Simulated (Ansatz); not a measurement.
**Ti: energy and stress against strain**

This session takes Ti and sets out to strain the cell along the Voigt pattern (0, 1, 0, 0, 0, 0).

Computed with Ansatz 0.2.0 (DFT r2SCAN, scalar-relativistic, plane waves, PAW, unless a step's input says otherwise).

## Step 1: The system as given

The structure is cubic, space group Im-3m (No. 229). The conventional cell has a = 3.282 Å, b = 3.282 Å, c = 3.282 Å, α = 90.00°, β = 90.00°, γ = 90.00°. Around Ti (site symmetry m-3m) lie 8 Ti at 2.84 Å.

As a file:

```cif
data_structure
_symmetry_space_group_name_H-M 'Im-3m'
_symmetry_Int_Tables_number 229
_cell_length_a 3.2820
_cell_length_b 3.2820
_cell_length_c 3.2820
_cell_angle_alpha 90.000
_cell_angle_beta 90.000
_cell_angle_gamma 90.000
_cell_volume 35.35
loop_
_atom_site_label
_atom_site_type_symbol
_atom_site_symmetry_multiplicity
_atom_site_Wyckoff_symbol
_atom_site_fract_x
_atom_site_fract_y
_atom_site_fract_z
_atom_site_occupancy
Ti1 Ti 2 a 0.00000 0.00000 0.00000 1
```

The cell is taken as given, not relaxed at this level.

## Step 2: Zero of energy

The reference gives a free energy of -2504.2417 eV, pressure -2.82 GPa, largest force 0.000 eV/Å and gap on the mesh none (metal). It was computed beforehand with the settings of the runs below.

## Step 3: Next: energy and stress against strain

The cell is strained by ε times the Voigt pattern (0, 1, 0, 0, 0, 0) (xx, yy, zz, yz, xz, xy; engineering shear), with fractional coordinates fixed (clamped ions). The stress on the pattern is the sum of the stress components weighted by it, tension positive.

## Step 4: At ε = -0.1500

input.yaml

```yaml
crystal:
  lattice:
    - [-1.641, 1.39485, 1.641]
    - [1.641, -1.39485, 1.641]
    - [1.641, 1.39485, -1.641]
  atoms:
    - { symbol: Ti, position: [0.0, 0.0, 0.0] }
basis:
  ecutwfc: 500
kpoints:
  mp_grid: { grid: [20, 20, 20] }
hamiltonian:
  xc: r2scan
scf:
  occupations: { method: gaussian, width: 0.15 }
output:
  forces: true
  stress: true
  eigenvalues: true
```

Launch:

```
> ansatz run input.yaml --threads 1 --pin off --max-ram 2560MiB --backend cpu --events-out ev --progress --plain --runs-dir out
```

## Step 5: Point ε = 0.1125

Changes to input.yaml since step 4:

```diff
@@ -2,5 +2,5 @@
   lattice:
-    - [-1.641, 1.39485, 1.641]
-    - [1.641, -1.39485, 1.641]
-    - [1.641, 1.39485, -1.641]
+    - [-1.641, 1.8256125, 1.641]
+    - [1.641, -1.8256125, 1.641]
+    - [1.641, 1.8256125, -1.641]
   atoms:
@@ -19 +19,5 @@
   eigenvalues: true
+  write_density: true
+  write_potential: true
+  elf: true
+  volumetric_format: npy
```

## Step 6: Point ε = -0.0750

input.yaml

```yaml
crystal:
  lattice:
    - [-1.641, 1.517925, 1.641]
    - [1.641, -1.517925, 1.641]
    - [1.641, 1.517925, -1.641]
  atoms:
    - { symbol: Ti, position: [0.0, 0.0, 0.0] }
basis:
  ecutwfc: 500
kpoints:
  mp_grid: { grid: [20, 20, 20] }
hamiltonian:
  xc: r2scan
scf:
  occupations: { method: gaussian, width: 0.15 }
output:
  forces: true
  stress: true
  eigenvalues: true
```

## Step 7: Point ε = 0.0375

Changes to input.yaml since step 6:

```diff
@@ -2,5 +2,5 @@
   lattice:
-    - [-1.641, 1.517925, 1.641]
-    - [1.641, -1.517925, 1.641]
-    - [1.641, 1.517925, -1.641]
+    - [-1.641, 1.7025375, 1.641]
+    - [1.641, -1.7025375, 1.641]
+    - [1.641, 1.7025375, -1.641]
   atoms:
```

## Step 8: At ε = 0.1500

Changes to input.yaml since step 7:

```diff
@@ -2,5 +2,5 @@
   lattice:
-    - [-1.641, 1.7025375, 1.641]
-    - [1.641, -1.7025375, 1.641]
-    - [1.641, 1.7025375, -1.641]
+    - [-1.641, 1.88715, 1.641]
+    - [1.641, -1.88715, 1.641]
+    - [1.641, 1.88715, -1.641]
   atoms:
```

## Step 9: Point ε = -0.1125

Changes to input.yaml since step 8:

```diff
@@ -2,5 +2,5 @@
   lattice:
-    - [-1.641, 1.88715, 1.641]
-    - [1.641, -1.88715, 1.641]
-    - [1.641, 1.88715, -1.641]
+    - [-1.641, 1.4563875, 1.641]
+    - [1.641, -1.4563875, 1.641]
+    - [1.641, 1.4563875, -1.641]
   atoms:
```

## Step 10: Point ε = 0.0750

Changes to input.yaml since step 9:

```diff
@@ -2,5 +2,5 @@
   lattice:
-    - [-1.641, 1.4563875, 1.641]
-    - [1.641, -1.4563875, 1.641]
-    - [1.641, 1.4563875, -1.641]
+    - [-1.641, 1.764075, 1.641]
+    - [1.641, -1.764075, 1.641]
+    - [1.641, 1.764075, -1.641]
   atoms:
```

## Step 11: At ε = -0.0375

Changes to input.yaml since step 10:

```diff
@@ -2,5 +2,5 @@
   lattice:
-    - [-1.641, 1.764075, 1.641]
-    - [1.641, -1.764075, 1.641]
-    - [1.641, 1.764075, -1.641]
+    - [-1.641, 1.5794625, 1.641]
+    - [1.641, -1.5794625, 1.641]
+    - [1.641, 1.5794625, -1.641]
   atoms:
```

## Step 12: ε = 0.1312

Changes to input.yaml since step 11:

```diff
@@ -2,5 +2,5 @@
   lattice:
-    - [-1.641, 1.5794625, 1.641]
-    - [1.641, -1.5794625, 1.641]
-    - [1.641, 1.5794625, -1.641]
+    - [-1.641, 1.8562992, 1.641]
+    - [1.641, -1.8562992, 1.641]
+    - [1.641, 1.8562992, -1.641]
   atoms:
```

(Steps that only read results are left out.)

Q: Predict the outcome of this session. Wanted: slope of the stress at ε = 0, over ±0.0375.

**Answer**, as computed:

| quantity | value |
| --- | --- |
| slope of the stress at ε = 0, over ±0.0375 | 75 GPa |

In words: From the stress slope, C22 is about 75 GPa with the ions clamped. The step is wide, so higher orders mix in. The reference stands under -2.8 GPa, so this is no zero-stress constant. The undisturbed cell is not the lowest point: the energy is 5.5 meV/atom lower at ε = -0.0375; the cell was taken as given and not relaxed at this level.
